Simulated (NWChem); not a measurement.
# One shape, several levels: C6H10O (cyclohexanone)

Aim: a comparison of 5 runs (HF/STO-3G, HF/3-21G, B3LYP/6-31G*, M06-2X/6-31G*) of C6H10O (cyclohexanone). 

The calculation is run with NWChem 7.3.0.

### Step 1. The system as given

C6H10O: 17 atoms, total charge 0, spin state singlet. As SMILES, `O=C1CCCCC1`. One bond was lengthened or shortened from a relaxed shape.

Some bond lengths: O1–C2 1.206 Å, C2–C3 1.510 Å, C3–C4 1.529 Å, C4–C5 1.521 Å, C5–C6 1.521 Å, C2–C7 1.510 Å, C6–C7 1.529 Å, C3–H8 1.091 Å, C3–H9 1.098 Å, C4–H10 1.093 Å, C4–H11 1.261 Å, C5–H12 1.094 Å, C5–H13 1.097 Å, C6–H14 1.093 Å, C6–H15 1.096 Å, C7–H16 1.091 Å. Some angles: O1–C2–C3 122.5°, O1–C2–C7 122.5°, C3–C2–C7 115.1°, C2–C3–C4 111.6°, C3–C4–C5 111.5°, C4–C5–C6 111.1°, C5–C6–C7 111.5°, C2–C7–C6 111.6°, C2–C3–H8 108.6°, C2–C3–H9 107.3°.

### Step 2. A single-point energy at HF/STO-3G (run 1)

run.py reads:

```python
from ase import Atoms
from ase.calculators.nwchem import NWChem

molecule = Atoms(['O', 'C', 'C', 'C', 'C', 'C', 'C', 'H', 'H', 'H', 'H', 'H', 'H', 'H', 'H', 'H', 'H'], positions=[
    [-0.623638, -1.885505, 1.774854],
    [-0.192678, -0.901745, 1.225384],
    [1.154912, -0.878175, 0.545554],
    [1.062352, -0.307835, -0.870256],
    [0.362112, 1.042435, -0.882516],
    [-1.024148, 0.944765, -0.264106],
    [-0.964338, 0.394085, 1.161214],
    [1.569492, -1.886905, 0.559764],
    [1.811982, -0.236035, 1.146904],
    [2.064092, -0.228415, -1.300846],
    [0.422850, -1.114500, -1.597710],
    [0.291282, 1.419965, -1.906486],
    [0.961922, 1.770005, -0.321346],
    [-1.516258, 1.920995, -0.260726],
    [-1.647768, 0.283855, -0.877056],
    [-1.956218, 0.229705, 1.584014],
    [-0.441358, 1.116735, 1.801524],
])

calc = NWChem(
    label='input',
    theory='scf',
    memory='2200 mb',
    basis='STO-3G',
    basispar='spherical bse',
    scf={'nopen': '0', 'rhf': None, 'thresh': '1e-08', 'maxiter': '80'},
    task='energy',
)
molecule.calc = calc

print("Total energy (eV):", round(molecule.get_potential_energy(), 6))
print("dipole (e A):", molecule.get_dipole_moment().round(4))
```

Launch:

```sh
$ export ASE_NWCHEM_COMMAND="nwchem PREFIX.nwi > PREFIX.nwo"
$ python run.py
```

Standard output:

```text
Total energy (eV): -8275.210829
dipole (e A): [ 0.1494  0.3503 -0.1962]
```

The calculator wrote input.nwi:

```
title "input"

permanent_dir input

scratch_dir input

start input

geometry units angstrom nocenter noautosym noautoz
  O  -6.2363800000000003e-01 -1.8855050000000000e+00 1.7748539999999999e+00
  C  -1.9267799999999999e-01 -9.0174500000000002e-01 1.2253840000000000e+00
  C  1.1549119999999999e+00 -8.7817500000000004e-01 5.4555399999999998e-01
  C  1.0623520000000000e+00 -3.0783500000000003e-01 -8.7025600000000003e-01
  C  3.6211199999999999e-01 1.0424350000000000e+00 -8.8251599999999997e-01
  C  -1.0241480000000001e+00 9.4476499999999997e-01 -2.6410600000000001e-01
  C  -9.6433800000000003e-01 3.9408500000000002e-01 1.1612140000000000e+00
  H  1.5694920000000001e+00 -1.8869050000000001e+00 5.5976400000000004e-01
  H  1.8119820000000000e+00 -2.3603499999999999e-01 1.1469039999999999e+00
  H  2.0640920000000000e+00 -2.2841500000000001e-01 -1.3008459999999999e+00
  H  4.2285000000000000e-01 -1.1145000000000000e+00 -1.5977100000000000e+00
  H  2.9128199999999999e-01 1.4199649999999999e+00 -1.9064859999999999e+00
  H  9.6192200000000005e-01 1.7700050000000001e+00 -3.2134600000000002e-01
  H  -1.5162580000000001e+00 1.9209950000000000e+00 -2.6072600000000001e-01
  H  -1.6477679999999999e+00 2.8385500000000002e-01 -8.7705599999999995e-01
  H  -1.9562180000000000e+00 2.2970499999999999e-01 1.5840140000000000e+00
  H  -4.4135799999999997e-01 1.1167350000000000e+00 1.8015239999999999e+00
end

memory 2200 mb

basis spherical bse noprint
   * library STO-3G
end

scf
  nopen 0
  rhf
  thresh 1e-08
  maxiter 80
end

task scf energy
```

input.nwo (excerpt; [...] marks lines left out):

```text
[...]
      One-electron energy =  -1030.132827043279
[... 1 line left out ...]
 Nuclear repulsion energy =    310.488887639087
[... 45 lines left out ...]
                       ROHF Final Molecular Orbital Analysis
[... 225 lines left out ...]
 center of mass
[...]
```

Wall time 9.9 s (1 thread of Intel Xeon 6975P-C (Granite Rapids), shared host); peak memory 0.093 GiB.

### Step 3. The energy at HF/3-21G (run 2)

c6h10o.xyz reads:

```xyz
17
C6H10O
O     -0.623638    -1.885505     1.774854
C     -0.192678    -0.901745     1.225384
C      1.154912    -0.878175     0.545554
C      1.062352    -0.307835    -0.870256
C      0.362112     1.042435    -0.882516
C     -1.024148     0.944765    -0.264106
C     -0.964338     0.394085     1.161214
H      1.569492    -1.886905     0.559764
H      1.811982    -0.236035     1.146904
H      2.064092    -0.228415    -1.300846
H      0.422850    -1.114500    -1.597710
H      0.291282     1.419965    -1.906486
H      0.961922     1.770005    -0.321346
H     -1.516258     1.920995    -0.260726
H     -1.647768     0.283855    -0.877056
H     -1.956218     0.229705     1.584014
H     -0.441358     1.116735     1.801524
```

c6h10o.nw reads:

```
start c6h10o
title "C6H10O"
memory stack 880 mb heap 220 mb global 1100 mb
geometry noautosym nocenter noautoz
 load format xyz c6h10o.xyz
end
basis spherical bse
 * library 3-21G
end
scf
 thresh 1e-08
 maxiter 80
 print low
end
task scf energy
```

Launch:

```sh
$ nwchem c6h10o.nw > c6h10o.out
```

Standard output:

```text
[...]
  functions       =    83
[...]
  wavefunction    = RHF
[...]
         Total SCF energy =   -306.175782338723
      One-electron energy =  -1030.189177489659
      Two-electron energy =    413.524507511848
 Nuclear repulsion energy =    310.488887639088
        Time for solution =      9.0s
 Task  times  cpu:        9.2s     wall:        9.2s
[...]
```

Wall time 9.9 s (1 thread of Intel Xeon 6975P-C (Granite Rapids), shared host); peak memory 0.096 GiB.

Runs 3 to 4 aren't shown in full; the table further down has their settings and results.

### Step 4. A single-point energy at B3LYP/6-31G(d) (Cartesian functions) (run 5)

run.nw reads:

```
start run
title "C6H10O B3LYP"
memory 2200 mb
geometry noautosym nocenter noautoz
  O     -0.623638    -1.885505     1.774854
  C     -0.192678    -0.901745     1.225384
  C      1.154912    -0.878175     0.545554
  C      1.062352    -0.307835    -0.870256
  C      0.362112     1.042435    -0.882516
  C     -1.024148     0.944765    -0.264106
  C     -0.964338     0.394085     1.161214
  H      1.569492    -1.886905     0.559764
  H      1.811982    -0.236035     1.146904
  H      2.064092    -0.228415    -1.300846
  H      0.422850    -1.114500    -1.597710
  H      0.291282     1.419965    -1.906486
  H      0.961922     1.770005    -0.321346
  H     -1.516258     1.920995    -0.260726
  H     -1.647768     0.283855    -0.877056
  H     -1.956218     0.229705     1.584014
  H     -0.441358     1.116735     1.801524
end
basis
  * library 6-31G*
end
dft
  xc b3lyp
  grid fine
  convergence energy 1e-08
  iterations 100
  mulliken
  noprint "final vectors analysis"
end
task dft energy
```

Launch:

```sh
$ nwchem run.nw > run.out
```

Standard output:

```text
[...]
          Wavefunction type:  closed shell.
          No. of atoms     :    17
          No. of electrons :    54
[...]
          Charge           :     0
          Spin multiplicity:     1
[...]
          AO basis - number of functions:   125
[...]
              XC Information
              --------------
                         B3LYP Method XC Potential
                     Hartree-Fock (Exact) Exchange  0.200
                        Slater Exchange Functional  0.800 local
                    Becke 1988 Exchange Functional  0.720 non-local
              Lee-Yang-Parr Correlation Functional  0.810
                  VWN I RPA Correlation Functional  0.190 local
[...]
 d= 0,ls=0.0,diis     1   -309.7337064624 -6.20D+02  1.69D-02  1.33D+00     5.4
[...]
 d= 0,ls=0.0,diis    11   -309.8791011729 -2.49D-10  1.45D-07  3.16D-10    49.8
         Total DFT energy =     -309.879101172908
      One electron energy =    -1033.766786674906
           Coulomb energy =      458.305782600668
    Exchange-Corr. energy =      -44.906984737757
 Nuclear repulsion energy =      310.488887639088
[...]
      Total Density - Mulliken Population Analysis
     ---------------------------------------------
    Atom       Charge   Shell Charges
 -----------   ------   -------------------------------------------------------
    1 O    8     8.44   1.99  0.91  2.87  1.03  1.64 -0.00
    2 C    6     5.55   1.99  0.73  1.96  0.39  0.43  0.04
    3 C    6     6.34   1.99  0.68  2.14  0.60  0.90  0.03
    4 C    6     6.25   1.99  0.68  2.05  0.64  0.88  0.02
    5 C    6     6.26   1.99  0.68  2.12  0.59  0.86  0.03
    6 C    6     6.27   1.99  0.68  2.11  0.59  0.86  0.03
    7 C    6     6.34   1.99  0.68  2.14  0.61  0.90  0.03
    8 H    1     0.84   0.53  0.31
    9 H    1     0.85   0.53  0.32
   10 H    1     0.85   0.53  0.32
[...]
```

Run time: 51 s. Hardware: 1 thread of Intel Xeon 6975P-C (Granite Rapids), shared host; peak memory 0.12 GiB.

### Step 5. All runs side by side

| run | level | iteration cap | module | energy (Eh) | dipole moment (D) | wall time |
| --- | --- | --- | --- | --- | --- | --- |
| 1 | HF/STO-3G | 80 | scf | -304.108391 | 2.06 | 9.9 s |
| 2 | HF/3-21G | 80 | scf | -306.175782 | – | 9.9 s |
| 3 | B3LYP/6-31G* (spherical functions) | 100 | dft | -309.873601 | 3.08 | 46 s |
| 4 | M06-2X/6-31G* (spherical functions) | 100 | dft | -309.728404 | 3.10 | 55 s |
| 5 | B3LYP/6-31G* (Cartesian functions) | 100 | dft | -309.879101 | 3.09 | 51 s |

### Step 6. Outcome

```
            quantity          value
 run 5: total energy  -309.87910 Eh
run 5: dipole moment         3.09 D
```

In words: Over runs 1, 3, 4, 5 the dipole moment (its size) runs from 2.06 D (HF/STO-3G) to 3.10 D (M06-2X/6-31G*). The two ends differ in method and basis. Totals of different functionals can't be ranked against each other. In run 1 the basis is minimal, so the values are rough. All runs together took 2.9 min, the longest 55 s.
